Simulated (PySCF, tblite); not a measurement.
# C₅H₁₀AlB: geometry, infrared bands and NMR shifts

Wanted: the infrared bands and NMR shifts of C₅H₁₀AlB (`B[C@@H]([AlH2])[C@@H]1C=CC1`), by calculation.

Programs: tblite 0.8.0 and PySCF 2.14.0, with density-fitted response routines of our own. Each step states its level of theory. These are calculated values for one molecule in the gas phase, unless marked as measured. Atoms count from 0, in the outputs and in this text.

**1. Starting geometry**

17 atoms, charge 0, multiplicity 1; geometry from: force field or distance geometry start.

Bonds of the start (Å): B0–C1 1.57, C1–Al2 1.99, C1–C3 1.51, C3–C4 1.46, C4–C5 1.30, C5–C6 1.47, C6–C3 1.48, B0–H7 1.18, B0–H8 1.20, C1–H9 1.11, Al2–H10 1.60, Al2–H11 1.61, C3–H12 1.12, C4–H13 1.10, C5–H14 1.09, C6–H15 1.11, C6–H16 1.11.

**2. Optimising the geometry with GFN2-xTB**

The job: settings as JSON, then the geometry in Å.

```
{"job": {"kind": "relax", "xc": "GFN2-xTB", "basis": "xTB"}, "charge": 0, "multiplicity": 1}
B      0.859000     0.817200    -1.833300
C      0.796700    -0.057000    -0.526500
Al     2.463700     0.250200     0.509600
C     -0.470200     0.321000     0.204400
C     -0.749800    -0.359600     1.464000
C     -1.860000    -0.883800     1.025500
C     -1.724800    -0.271100    -0.298800
H      0.067300     0.555900    -2.664000
H      1.025200     1.989300    -1.657300
H      0.794300    -1.122600    -0.839400
H      2.434600     0.278300     2.111200
H      3.812800    -0.337200    -0.137000
H     -0.514400     1.428300     0.335700
H     -0.224400    -0.419300     2.427100
H     -2.608100    -1.530000     1.491200
H     -1.577400    -1.088600    -1.039100
H     -2.531300     0.441000    -0.583000
```

Run with:

```console
$ OMP_NUM_THREADS=1 python probes_run.py task.json out
```

The driver reads the jobs from task.json and runs them one after another.

**Question.** This job is followed by: GFN2-xTB harmonic vibrations, gas phase; GIAO PBE0/pcSseg-1 NMR shielding, non-relativistic, gas phase. Predict these results of the whole session: strongest single infrared mode (GFN2-xTB); zero-point energy (GFN2-xTB); 13C shifts against TMS (PBE0/pcSseg-1); 1H shifts against TMS (PBE0/pcSseg-1, means over atoms taken as alike); 11B shifts against BF3·OEt2 (PBE0/pcSseg-1); 27Al shifts against AlH4- (PBE0/pcSseg-1); surface potential, 1st and 99th percentile.

**Answer**, as computed:

```
                                                              quantity                                               value
                             strongest single infrared mode (GFN2-xTB)                               1779 cm⁻¹, 409 km/mol
                                          zero-point energy (GFN2-xTB)                                       77.7 kcal/mol
                                13C shifts against TMS (PBE0/pcSseg-1)                 147.8, 146.1, 131.9, 54.4, 46.4 ppm
1H shifts against TMS (PBE0/pcSseg-1, means over atoms taken as alike)  7.27, 6.44, 6.44, 5.92, 5.83, 4.70, 3.33, 2.27 ppm
                           11B shifts against BF3·OEt2 (PBE0/pcSseg-1)                                            63.7 ppm
                             27Al shifts against AlH4- (PBE0/pcSseg-1)                                           278.7 ppm
                                 surface potential, 1st and 99th percentile                                  -0.45 V and 2.59 V
```

Over 114 steps the energy fell by 1.324 eV; of the close pairs, B0–Al2 changed most, 2.896 to 2.338 Å. All 45 modes are real, so the xTB geometry is a minimum. The strongest single mode, at 1779 cm⁻¹, moves mainly H11. Unscaled tight-binding wavenumbers are off by several per cent, some by more. Its intensities can rank the bands wrongly. At PBE0/pcSseg-1: The largest span, 306 ppm, is at Al2, where the paramagnetic term is -583 ppm. By nearest atom (PBE0/pcSseg-1), the HOMO sits on C4, C5 about 22 % each; C1 15 % and the LUMO on Al2 33 %; B0 18 %.
